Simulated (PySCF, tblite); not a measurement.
# AlH13N2Si4: geometry, infrared bands and NMR shifts

Aim: predict the infrared bands and NMR shifts of AlH13N2Si4 (`[AlH2][N]([SiH3])[SiH2]N([SiH3])[SiH3]`).

The runs use tblite 0.8.0 and PySCF 2.14.0, with density-fitted response routines of our own; the level of theory stands in each step. All values are computed, except where a source is named. Atoms are numbered from 0 throughout.

## (1) The molecule as given

20 atoms, charge 0, multiplicity 1; geometry from: force field or distance geometry start.

Bonds of the start (Å): Al0–N1 1.92, N1–Si2 1.77, N1–Si3 1.80, Si3–N4 1.77, N4–Si5 1.77, N4–Si6 1.82, Al0–H7 1.61, Al0–H8 1.62, Si2–H9 1.48, Si2–H10 1.46, Si2–H11 1.49, Si3–H12 1.45, Si3–H13 1.49, Si5–H14 1.44, Si5–H15 1.49, Si5–H16 1.48, Si6–H17 1.47, Si6–H18 1.47, Si6–H19 1.47.

## (2) Relaxing the molecule with GFN2-xTB

What the job is given:

```
{"job": {"kind": "relax", "xc": "GFN2-xTB", "basis": "xTB"}, "charge": 0, "multiplicity": 1}
Al    -2.809200     1.189000     0.866200
N     -1.600200    -0.246100     0.438700
Si    -2.353200    -1.142000    -0.889300
Si    -0.097600     0.609300    -0.044100
N      1.392600    -0.272300     0.334400
Si     1.762200    -1.631500    -0.730400
Si     2.717500     0.960500     0.194600
H     -2.267900     2.272100     1.934300
H     -3.488300     1.848100    -0.447500
H     -3.026900    -0.207300    -1.822800
H     -1.447000    -2.047300    -1.593800
H     -3.452900    -1.944800    -0.282000
H     -0.159800     1.115800    -1.402200
H     -0.060900     1.822500     0.817400
H      0.741900    -2.649300    -0.821200
H      2.992000    -2.280100    -0.181600
H      2.122100    -1.225700    -2.108000
H      2.187000     2.030400    -0.661000
H      2.936600     1.483800     1.553100
H      3.906900     0.325700    -0.387000
```

Started as:

```console
OMP_NUM_THREADS=1 python probes_run.py task.json out
```

One launch serves the whole session: the jobs run in the order shown.

**Question.** This job is followed by: GFN2-xTB harmonic vibrations, gas phase; GIAO PBE0/pcSseg-1 NMR shielding, non-relativistic, gas phase. What will the session give for the following? strongest single infrared mode (GFN2-xTB); zero-point energy (GFN2-xTB); ¹H shifts against TMS (PBE0/pcSseg-1, means over atoms taken as alike); ²⁷Al shifts against AlH4- (PBE0/pcSseg-1); ¹⁵N shifts against NH3 (PBE0/pcSseg-1); ²⁹Si shifts against TMS (PBE0/pcSseg-1, means over atoms taken as alike).

**Answer**, as computed:

```
                                                                quantity                       value
                               strongest single infrared mode (GFN2-xTB)        847 cm⁻¹, 882 km/mol
                                            zero-point energy (GFN2-xTB)               71.3 kcal/mol
  ¹H shifts against TMS (PBE0/pcSseg-1, means over atoms taken as alike)  5.55, 4.88, 4.83, 4.62 ppm
                               ²⁷Al shifts against AlH4- (PBE0/pcSseg-1)                    82.1 ppm
                                  ¹⁵N shifts against NH3 (PBE0/pcSseg-1)               20.7, 3.9 ppm
²⁹Si shifts against TMS (PBE0/pcSseg-1, means over atoms taken as alike)     -14.2, -40.9, -62.8 ppm
```

What this shows: The optimisation took 294 steps and gained 2.220 eV; among the close pairs (by a distance rule), Al0–N4 changed most, from 4.480 to 2.127 Å. All 54 modes are real, so the xTB geometry is a minimum. The strongest single mode, at 847 cm⁻¹, has its largest shares on N4, N1 and Si3 (the list is cut at 3 atoms). GFN2-xTB is a fitted tight-binding method: band positions and strengths are rough. Its intensities can rank the bands wrongly.
